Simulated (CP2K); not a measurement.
**Pade/SZV-MOLOPT-SR-GTH (core potential) run of GaBr (SMILES [Ga][Br])**

Aim: the energy change on altering one bond length of GaBr at Pade/SZV-MOLOPT-SR-GTH (core potential), from 2 runs. 

Program for the calculation: CP2K 2026.2.

### 1 The structure to begin with

GaBr has 2 atoms, charge 0, and is taken as a singlet. As SMILES, `[Ga][Br]`. The coordinates come from a PBE0-D4/def2-TZVP relaxation.

Bond lengths: Ga1–Br2 2.374 Å.

### 2 The energy at Pade/SZV-MOLOPT-SR-GTH (core potential)

Input file molecule.xyz:

```xyz
2

Ga     0.000000     0.000000     0.013830
Br     0.000000     0.000000     2.388120
```

Input file job.inp:

```
&FORCE_EVAL
    METHOD Quickstep
    &DFT
        BASIS_SET_FILE_NAME BASIS_MOLOPT
        POTENTIAL_FILE_NAME GTH_POTENTIALS
        CHARGE 0
        MULTIPLICITY 1
        # Quickstep
        &QS
            METHOD GPW
            EPS_DEFAULT 1.0E-10
        &END
        # real-space grids
        &MGRID
            CUTOFF 400
            REL_CUTOFF 50
            NGRIDS 4
        &END
        &POISSON
            PERIODIC NONE
            POISSON_SOLVER MULTIPOLE
        &END
        # SCF settings
        &SCF
            SCF_GUESS ATOMIC
            EPS_SCF 1.0E-06
            MAX_SCF 30
            &OT ON
                MINIMIZER DIIS
                PRECONDITIONER FULL_ALL
            &END
            &OUTER_SCF
                EPS_SCF 1.0E-06
                MAX_SCF 10
            &END
        &END
        # functional
        &XC
            &XC_FUNCTIONAL PADE
            &END
        &END
        &PRINT
            &MOMENTS
                PERIODIC F
                REFERENCE COM
                MAX_MOMENT 1
            &END
            &MO_CUBES
                NLUMO 1
                NHOMO -1
                WRITE_CUBE F
            &END
            &HIRSHFELD OFF
            &END
        &END
    &END
    # structure
    &SUBSYS
        &CELL
            ABC [angstrom] 7 7 9.4
            PERIODIC NONE
        &END
        &TOPOLOGY
            COORD_FILE_NAME molecule.xyz
            COORD_FILE_FORMAT XYZ
            &CENTER_COORDINATES
            &END
        &END
        &KIND Ga
            BASIS_SET SZV-MOLOPT-SR-GTH-q13
            POTENTIAL GTH-PADE-q13
        &END
        &KIND Br
            BASIS_SET SZV-MOLOPT-SR-GTH-q7
            POTENTIAL GTH-PADE-q7
        &END
    &END
&END

&GLOBAL
    PROJECT_NAME job
    RUN_TYPE ENERGY
    PRINT_LEVEL MEDIUM
&END
```

Run with:

```
$ OMP_NUM_THREADS=1 cp2k.psmp -i job.inp > job.out 2>&1
```

The log of the run:

```text
CP2K| version string:                                       CP2K version 2026.2
[...]
 GLOBAL| Method name                                                        CP2K
[...]
 GLOBAL| Run type                                                         ENERGY
[...]
 DFT| Spin restricted Kohn-Sham (RKS) calculation                            RKS
 DFT| Multiplicity                                                             1
[...]
 DFT| Charge                                                                   0
[...]
 FUNCTIONAL| PADE:
 QS| Method:                                                                 GPW
[...]
 QS| Density cutoff [a.u.]:                                                200.0
[...]
 QS| Relative density cutoff [a.u.]:                                        25.0
[...]
                             - Atoms:                                          2
[...]
                             - Spherical basis functions:                     13
[...]
 Number of electrons:                                                         20
[...]
     1 OT DIIS     0.15E+00    0.2     0.25826427       -87.4120219808 -8.74E+01
[...]
    16 OT DIIS     0.15E+00    0.2     0.00000020       -87.9539870977 -6.85E-12
  *** SCF run converged in    16 steps ***
[...]
  Overlap energy of the core charge distribution:               0.00000000297083
  Self energy of the core charge distribution:               -124.93920757299396
  Core Hamiltonian energy:                                     35.46142910670600
  Hartree energy:                                              14.01461471383253
  Exchange-correlation energy:                                -12.49082334826290
  Total energy:                                               -87.95398709774750
[...]
                     Mulliken Population Analysis
 #  Atom  Element  Kind  Atomic population                           Net charge
       1     Ga       1         12.701764                              0.298236
       2     Br       2          7.298236                             -0.298236
 # Total charge                             20.000000                 -0.000000
[...]
  Dipole moment [Debye]
    X=  0.9842625E-07 Y= -0.5518525E-06 Z= -0.2528762E+01  Total=      2.5287621
[...]
 HOMO - LUMO gap [eV] :    4.104618
 ENERGY| Total FORCE_EVAL ( QS ) energy [hartree]            -87.953987097747500
[...]
```

It took 4.5 s on 1 thread of AMD EPYC 9R14 (Zen 4), shared host; peak memory 0.49 GiB.

### 3 The distorted shape, same level

Input file mol.inp:

```
&GLOBAL
   PROJECT mol
   RUN_TYPE ENERGY
   PRINT_LEVEL MEDIUM
&END GLOBAL
&FORCE_EVAL
   METHOD QS
   &DFT
      BASIS_SET_FILE_NAME BASIS_MOLOPT
      POTENTIAL_FILE_NAME GTH_POTENTIALS
      ! Quickstep
      &QS
         METHOD GPW
         EPS_DEFAULT 1.0E-10
      &END QS
      &MGRID
         CUTOFF 400
         REL_CUTOFF 50
         NGRIDS 4
      &END MGRID
      ! cluster boundary conditions
      &POISSON
         PERIODIC NONE
         POISSON_SOLVER MULTIPOLE
      &END POISSON
      ! self-consistent field
      &SCF
         SCF_GUESS ATOMIC
         EPS_SCF 1.0E-06
         MAX_SCF 100
         ADDED_MOS 5
         &DIAGONALIZATION
            ALGORITHM STANDARD
         &END DIAGONALIZATION
         &MIXING
            METHOD BROYDEN_MIXING
            ALPHA 0.4
            NBUFFER 8
         &END MIXING
      &END SCF
      ! exchange and correlation
      &XC
         &XC_FUNCTIONAL PADE
         &END XC_FUNCTIONAL
      &END XC
      &PRINT
         &MOMENTS
            PERIODIC F
            REFERENCE COM
            MAX_MOMENT 1
         &END MOMENTS
         &MO ON
            ENERGIES T
            OCCUPATION_NUMBERS T
            NDIGITS 6
            &EACH
               QS_SCF 0
            &END EACH
            ADD_LAST NUMERIC
         &END MO
         &HIRSHFELD OFF
         &END HIRSHFELD
      &END PRINT
   &END DFT
   ! atoms, cell and kinds
   &SUBSYS
      &CELL
         ABC 7 7 9.7
         PERIODIC NONE
      &END CELL
      &COORD
         Ga     0.000000     0.000000    -0.342280
         Br     0.000000     0.000000     2.388120
      &END COORD
      &TOPOLOGY
         &CENTER_COORDINATES
         &END CENTER_COORDINATES
      &END TOPOLOGY
      &KIND Ga
         BASIS_SET SZV-MOLOPT-SR-GTH-q13
         POTENTIAL GTH-PADE-q13
      &END KIND
      &KIND Br
         BASIS_SET SZV-MOLOPT-SR-GTH-q7
         POTENTIAL GTH-PADE-q7
      &END KIND
   &END SUBSYS
&END FORCE_EVAL
```

Run with:

```
$ OMP_NUM_THREADS=1 cp2k.psmp -i mol.inp -o mol.out
```

The log of the run:

```text
CP2K| version string:                                       CP2K version 2026.2
[...]
 GLOBAL| Method name                                                        CP2K
[...]
 GLOBAL| Run type                                                         ENERGY
[...]
 *** WARNING in qs_environment.F:2210 :: More added MOs requested than     ***
 *** available. The full set of unoccupied MOs will be used. Use           ***
 *** 'ADDED_MOS -1' to always use all available MOs and to get rid of this ***
[...]
 DFT| Spin restricted Kohn-Sham (RKS) calculation                            RKS
 DFT| Multiplicity                                                             1
[...]
 DFT| Charge                                                                   0
[...]
 FUNCTIONAL| PADE:
 QS| Method:                                                                 GPW
[...]
 QS| Density cutoff [a.u.]:                                                200.0
[...]
 QS| Relative density cutoff [a.u.]:                                        25.0
[...]
                             - Atoms:                                          2
[...]
                             - Spherical basis functions:                     13
[...]
 Number of electrons:                                                         20
[...]
     1 NoMix/Diag. 0.40E+00    0.2     0.33819847       -87.8115737340 -8.78E+01
[...]
    17 Broy./Diag. 0.40E+00    0.3     0.00000049       -87.9444485587  6.95E-06
  *** SCF run converged in    17 steps ***
[...]
  Overlap energy of the core charge distribution:               0.00000000000300
  Self energy of the core charge distribution:               -124.93920757299396
  Core Hamiltonian energy:                                     35.41667153281121
  Hartree energy:                                              14.03708765933707
  Exchange-correlation energy:                                -12.45900017785573
  Total energy:                                               -87.94444855869843
[...]
                     Mulliken Population Analysis
 #  Atom  Element  Kind  Atomic population                           Net charge
       1     Ga       1         12.628888                              0.371112
       2     Br       2          7.371112                             -0.371112
 # Total charge                             20.000000                 -0.000000
[...]
  Dipole moment [Debye]
    X= -0.1098338E-07 Y= -0.1098339E-07 Z= -0.4248893E+01  Total=      4.2488929
 ENERGY| Total FORCE_EVAL ( QS ) energy [hartree]            -87.944448558698426
[...]
```

Run time: 6 s. Hardware: 1 thread of AMD EPYC 9R14 (Zen 4), shared host; peak memory 0.8 GiB.

### 4 What came out

At Pade/SZV-MOLOPT-SR-GTH (core potential):

```
                                                           quantity         value
                                          first shape: total energy  -87.95399 Eh
                                         first shape: dipole moment        2.53 D
                                           first shape: HOMO energy      -5.64 eV
                                           first shape: LUMO energy      -1.53 eV
                                         first shape: HOMO–LUMO gap       4.10 eV
                                      distorted shape: total energy  -87.94445 Eh
                                     distorted shape: dipole moment        4.25 D
                                       distorted shape: HOMO energy      -5.16 eV
                                       distorted shape: LUMO energy      -2.04 eV
                                     distorted shape: HOMO–LUMO gap       3.12 eV
energy change with the Ga1–Br2 bond stretched from 2.374 to 2.730 Å      0.260 eV
```

In words: With the Ga1–Br2 bond stretched from 2.374 to 2.730 Å the energy rises by 0.26 eV (6.0 kcal/mol). The first shape isn't relaxed at this level, so the change isn't measured from a minimum. The minimal basis adds a large error of its own.
